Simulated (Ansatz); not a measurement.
# C4H10BNSi: the cost of one run

Method: RKS PBE/STO-3G, in Ansatz 0.2.0.

1 further run of the same task is left out (it didn't finish).

## (1) Starting point

Bond lengths (14 of 16 bonds, heavy atoms first): C1–C2 1.397 Å, C2–B3 1.600 Å, B3–C4 1.574 Å, B3–Si5 1.925 Å, Si5–N6 1.803 Å, N6–C7 1.272 Å, C1–H8 1.027 Å, C1–H9 1.108 Å, C2–H10 1.094 Å, C4–H11 1.168 Å, C4–H12 1.130 Å, C4–H13 0.998 Å, Si5–H14 1.453 Å, Si5–H15 1.453 Å. Angles (14 of 25 angles, heavy atoms first): C1–C2–B3 123.0°, C2–B3–C4 118.6°, C2–B3–Si5 119.0°, C4–B3–Si5 122.2°, B3–Si5–N6 109.0°, Si5–N6–C7 120.6°, C1–C2–H10 118.1°, B3–C2–H10 118.9°, C2–C1–H8 120.6°, C2–C1–H9 116.2°, B3–C4–H11 108.0°, B3–C4–H12 107.5°, B3–C4–H13 115.6°, B3–Si5–H14 110.2°.

The coordinates stand in the first input below.

## (2) End point A

Contents of input.yaml:

```yaml
crystal:
  periodic: [false, false, false]
  atoms:
    - { symbol: C, position_ang: [2.1267, -0.6167, 1.6696] }
    - { symbol: C, position_ang: [1.3882, 0.2494, 0.8601] }
    - { symbol: B, position_ang: [0.4345, -0.2594, -0.3197] }
    - { symbol: C, position_ang: [0.3511, -1.8039, -0.6092] }
    - { symbol: Si, position_ang: [-0.4858, 1.0399, -1.4021] }
    - { symbol: "N", position_ang: [-1.5637, 2.0267, -0.3458] }
    - { symbol: C, position_ang: [-2.4964, 1.4757, 0.3217] }
    - { symbol: H, position_ang: [2.0726, -1.6328, 1.5339] }
    - { symbol: H, position_ang: [2.7045, -0.1462, 2.4896] }
    - { symbol: H, position_ang: [1.4731, 1.3244, 1.0442] }
    - { symbol: H, position_ang: [-0.1502, -2.3166, 0.3126] }
    - { symbol: H, position_ang: [-0.4001, -1.9547, -1.4398] }
    - { symbol: H, position_ang: [1.2089, -2.2397, -0.8761] }
    - { symbol: H, position_ang: [-1.3113, 0.3719, -2.3937] }
    - { symbol: H, position_ang: [0.4838, 1.9202, -2.0325] }
    - { symbol: H, position_ang: [-2.7091, 0.4392, 0.2867] }
    - { symbol: H, position_ang: [-3.1458, 2.1221, 0.9406] }
basis:
  gaussian: { orbitals: STO-3G }
hamiltonian:
  xc: pbe
relax:
  f_tol: 0.02
  max_steps: 50
```

Command:

```
> ansatz run input.yaml --threads 1 --pin off --max-ram 2048MiB --backend cpu --events-out ev --progress --plain --runs-dir out
```

**Question.** How long does this run take on 1 thread of Intel Xeon 6975P-C (Granite Rapids), shared host, and how much memory does it need?

About 2.3 min, with a peak of 0.18 GiB.
